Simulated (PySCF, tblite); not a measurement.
**C2H8Ge2Si: geometry, infrared bands and NMR shifts**

Wanted: the infrared bands and NMR shifts of C2H8Ge2Si (`C#[C][Ge@H]([SiH3])[GeH3]`), by calculation.

The runs use tblite 0.8.0 and PySCF 2.14.0, with density-fitted response routines of our own; the level of theory stands in each step. All values are computed, except where a source is named. Atoms are numbered from 0 throughout.

## 1. The starting structure

13 atoms, charge 0, multiplicity 1; geometry from: force field or distance geometry start.

Bonds of the start (Å): C0–C1 1.19, C1–Ge2 1.91, Ge2–Si3 2.30, Ge2–Ge4 2.39, C0–H5 1.07, Ge2–H6 1.54, Si3–H7 1.48, Si3–H8 1.46, Si3–H9 1.48, Ge4–H10 1.56, Ge4–H11 1.55, Ge4–H12 1.55.

## 2. Geometry optimisation with GFN2-xTB

Job settings and geometry (Å):

```
{"job": {"kind": "relax", "xc": "GFN2-xTB", "basis": "xTB"}, "charge": 0, "multiplicity": 1}
C     -1.286800     2.738300    -0.469900
C     -0.841300     1.724500    -0.033100
Ge    -0.105600     0.111700     0.678500
Si     2.132600     0.003300     0.140900
Ge    -1.250000    -1.754400    -0.290500
H     -1.703500     3.637300    -0.863100
H     -0.292400     0.093100     2.210700
H      2.841300     1.149800     0.744000
H      2.296800     0.015500    -1.311000
H      2.688700    -1.255200     0.689300
H     -1.065200    -1.720500    -1.837900
H     -2.762100    -1.677900     0.046700
H     -0.656800    -3.065100     0.277500
```

On the command line:

```sh
> OMP_NUM_THREADS=1 python probes_run.py task.json out
```

The driver reads the jobs from task.json and runs them one after another.

**Question.** This job is followed by: GFN2-xTB harmonic vibrations, gas phase; GIAO PBE0/pcSseg-1 NMR shielding, non-relativistic, gas phase. Predict these results of the whole session: strongest single infrared mode (GFN2-xTB); zero-point energy (GFN2-xTB); 13C shifts against TMS (PBE0/pcSseg-1); 1H shifts against TMS (PBE0/pcSseg-1, means over atoms taken as alike); 73Ge shifts against GeMe4 (PBE0/pcSseg-1); 29Si shifts against TMS (PBE0/pcSseg-1); surface potential, 1st and 99th percentile.

As calculated:

| quantity | value |
| --- | --- |
| strongest single infrared mode (GFN2-xTB) | 775 cm⁻¹, 724 km/mol |
| zero-point energy (GFN2-xTB) | 44.2 kcal/mol |
| 13C shifts against TMS (PBE0/pcSseg-1) | 105.5, 85.6 ppm |
| 1H shifts against TMS (PBE0/pcSseg-1, means over atoms taken as alike) | 4.51, 3.76, 3.41, 1.84 ppm |
| 73Ge shifts against GeMe4 (PBE0/pcSseg-1) | -306, -335 ppm |
| 29Si shifts against TMS (PBE0/pcSseg-1) | -103.7 ppm |
| surface potential, 1st and 99th percentile | -0.81 V and 1.31 V |

What this shows: The optimisation took 53 steps and gained 0.213 eV; among the close pairs (by a distance rule), Ge4–H10 changed most, from 1.559 to 1.503 Å. No mode is imaginary among the 33: a minimum at this level. Unscaled tight-binding wavenumbers are off by several per cent, some by more. Its intensities can rank the bands wrongly. At PBE0/pcSseg-1: The widest tensor belongs to C1: span 291 ppm, with a paramagnetic part of -169 ppm. By nearest atom (PBE0/pcSseg-1), the HOMO sits on C0 28 %; C1 22 % and the LUMO on Ge2 21 %; Ge4 15 %. Spin-orbit coupling is left out, which matters for shieldings and couplings at and beside the heavy atoms.
